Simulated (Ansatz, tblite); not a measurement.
**Si(GeH3)2H2 (SiGe₂H₈): removing and adding an electron**

One table from this session's results is given with a row withheld; the runs are named, their logs left out.

Method: as each input shows; program: Ansatz 0.2.0, Gaussian basis.

Levels to be run: charge +1 doublet, at the geometry of the singlet (PBE0-D4/def2-TZVP, PBE-D4/def2-TZVP, r2SCAN-D4/def2-TZVP, r2SCANh-D4/def2-TZVP, CAM-B3LYP-D4/def2-TZVP, BHLYP-D4/def2-TZVP, LC-ωPBE/def2-TZVP, revPBE-D4/def2-TZVP, LC-ωPBE(0.10)/def2-TZVP, LC-ωPBE(0.15)/def2-TZVP, LC-ωPBE(0.20)/def2-TZVP, LC-ωPBE(0.30)/def2-TZVP); charge +1 doublet, relaxed (PBE0-D4/def2-TZVP, PBE-D4/def2-TZVP); charge -1 doublet, at the geometry of the singlet (PBE0-D4/def2-TZVPD, PBE-D4/def2-TZVPD, r2SCAN-D4/def2-TZVPD, LC-ωPBE(0.10)/def2-TZVP, LC-ωPBE(0.15)/def2-TZVP, LC-ωPBE(0.20)/def2-TZVP, LC-ωPBE(0.30)/def2-TZVP); the starting singlet's energies come from earlier runs.

## The structure

The singlet was relaxed beforehand with PBE0-D4/def2-SVP.

11 atoms, charge 0, spin multiplicity 1.

Atoms are counted from 1 here; the program's logs count them from 0.

Bond lengths: Si1–Ge2 2.384 Å, Si1–Ge6 2.383 Å, Si1–H10 1.496 Å, Si1–H11 1.497 Å, Ge2–H3 1.541 Å, Ge2–H4 1.540 Å, Ge2–H5 1.540 Å, Ge6–H7 1.540 Å, Ge6–H8 1.540 Å, Ge6–H9 1.540 Å. Angles: Ge2–Si1–Ge6 111.2°, Ge2–Si1–H10 109.2°, Ge2–Si1–H11 109.4°, Ge6–Si1–H10 109.5°, Ge6–Si1–H11 109.1°, H10–Si1–H11 108.3°, Si1–Ge2–H3 110.2°, Si1–Ge2–H4 111.1°, Si1–Ge2–H5 110.1°, H3–Ge2–H4 108.5°, H3–Ge2–H5 108.3°, H4–Ge2–H5 108.5°, Si1–Ge6–H7 110.0°, Si1–Ge6–H8 110.3°, Si1–Ge6–H9 111.1°, H7–Ge6–H8 108.4°, H7–Ge6–H9 108.5°, H8–Ge6–H9 108.5°.

Set-up of the first run:

File in.yaml:

```yaml
crystal:
  periodic: [false, false, false]
  atoms:
    - {symbol: Si, position_ang: [-0.806397, 0.001481, -0.571955]}
    - {symbol: Ge, position_ang: [-0.845904, -0.017339, 1.811528]}
    - {symbol: H, position_ang: [0.073613, -1.129416, 2.350968]}
    - {symbol: H, position_ang: [-2.271426, -0.263396, 2.341012]}
    - {symbol: H, position_ang: [-0.346473, 1.332783, 2.359568]}
    - {symbol: Ge, position_ang: [1.429133, 0.017718, -1.398185]}
    - {symbol: H, position_ang: [2.154218, -1.274713, -0.977892]}
    - {symbol: H, position_ang: [2.203804, 1.217851, -0.821591]}
    - {symbol: H, position_ang: [1.452246, 0.114082, -2.935464]}
    - {symbol: H, position_ang: [-1.531228, 1.213293, -1.067489]}
    - {symbol: H, position_ang: [-1.511606, -1.212325, -1.090491]}
basis:
  gaussian: {orbitals: def2-SVP}
total_charge: 1
magnetization: {spin_polarized: true, initial_magnetization: 1}
hamiltonian: {xc: pbe0, dispersion: d4}
output: {orbitals: {seedname: orbitals}}
```

The run is started by

```
$ ansatz run in.yaml --threads 2 --pin off --events-out ev --progress --plain --max-ram 4352MiB
```

Among the steps run: Charge +1 doublet at the fixed geometry, first pass, PBE0-D4/def2-SVP; Charge +1 doublet at the fixed geometry, PBE0-D4/def2-TZVP; Charge +1 doublet at the fixed geometry, PBE-D4/def2-TZVP; Charge +1 doublet at the fixed geometry, r2SCAN-D4/def2-TZVP; Charge +1 doublet at the fixed geometry, r2SCANh-D4/def2-TZVP; Charge +1 doublet at the fixed geometry, CAM-B3LYP-D4/def2-TZVP; Charge +1 doublet at the fixed geometry, BHLYP-D4/def2-TZVP; Charge +1 doublet at the fixed geometry, LC-ωPBE/def2-TZVP; Charge +1 doublet at the fixed geometry, revPBE-D4/def2-TZVP; Charge +1 doublet at the fixed geometry, LC-ωPBE(0.10)/def2-TZVP; Charge +1 doublet at the fixed geometry, LC-ωPBE(0.15)/def2-TZVP; Charge +1 doublet at the fixed geometry, LC-ωPBE(0.20)/def2-TZVP; Charge +1 doublet at the fixed geometry, LC-ωPBE(0.30)/def2-TZVP.

One table of the session follows, with a row left open; its other results are not shown here.

It belongs to the step «Vertical ionisation energy». Beside −ε(HOMO) of the starting state:

```
                 level  −ε(HOMO) (eV)  by difference (eV)  mismatch (eV)
      PBE-D4/def2-TZVP           6.90                9.56          -2.66
   revPBE-D4/def2-TZVP              ?                   ?              ?
   r2SCAN-D4/def2-TZVP           7.17                9.67          -2.51
  r2SCANh-D4/def2-TZVP           7.54                9.73          -2.18
     PBE0-D4/def2-TZVP           7.94                9.75          -1.81
    BHLYP-D4/def2-TZVP           8.87                9.82          -0.96
CAM-B3LYP-D4/def2-TZVP           9.15                9.87          -0.72
     LC-ωPBE/def2-TZVP          10.44                9.98          +0.46
```

Estimate the missing values for revPBE-D4/def2-TZVP.

The run gave: −ε(HOMO) (eV): 6.86; by difference (eV): 9.57; mismatch (eV): -2.71. In the column «−ε(HOMO) (eV)» it is the lowest.
